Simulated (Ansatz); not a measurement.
# Ta: the cost of one run

Program: Ansatz 0.2.0. Level of theory: DFT PBEsol, frozen-core PAW, scalar-relativistic unless said. These are calculated values, not measurements.

## 1. The structure to begin with

The structure is cubic, space group Im-3m (No. 229). Conventional cell: a = 3.303 Å, b = 3.303 Å, c = 3.303 Å, α = 90.00°, β = 90.00°, γ = 90.00°. Ta (site symmetry m-3m) is surrounded by 8 Ta at 2.86 Å.

As a file:

```cif
data_structure
_symmetry_space_group_name_H-M 'P 1'
_symmetry_Int_Tables_number 1
_cell_length_a 2.8601
_cell_length_b 2.8601
_cell_length_c 2.8601
_cell_angle_alpha 109.471
_cell_angle_beta 109.471
_cell_angle_gamma 109.471
_cell_volume 18.01
loop_
_atom_site_label
_atom_site_type_symbol
_atom_site_fract_x
_atom_site_fract_y
_atom_site_fract_z
_atom_site_occupancy
Ta1 Ta 0.00000 0.00000 0.00000 1
```

Cartesian axes are those of the input's lattice vectors. The structure goes back to a database entry.

## 2. Cell and atoms relaxed, PAW

input.yaml reads:

```yaml
crystal:
  lattice:
    - [-1.65128, 1.65128, 1.65128]
    - [1.65128, -1.65128, 1.65128]
    - [1.65128, 1.65128, -1.65128]
  atoms:
    - { symbol: Ta, position: [0.0, 0.0, 0.0] }
kpoints:
  mp_grid: { grid: [24, 24, 24] }
scf:
  occupations: { method: fermi_dirac, width: 0.1 }
hamiltonian:
  xc: pbesol
  pseudopotentials: { kind: paw }
relax:
  f_tol: 0.002
  max_steps: 80
  cell: {}
output:
  forces: true
  stress: true
```

Run with:

```
$ ansatz run input.yaml --threads 1 --pin off --max-ram 3072MiB --backend cpu --events-out ev --progress --plain --runs-dir out
```

Q: Estimate wall time and peak memory on 1 thread of Arm Neoverse V1, shared host.

About 18 s, with a peak of 0.37 GiB.
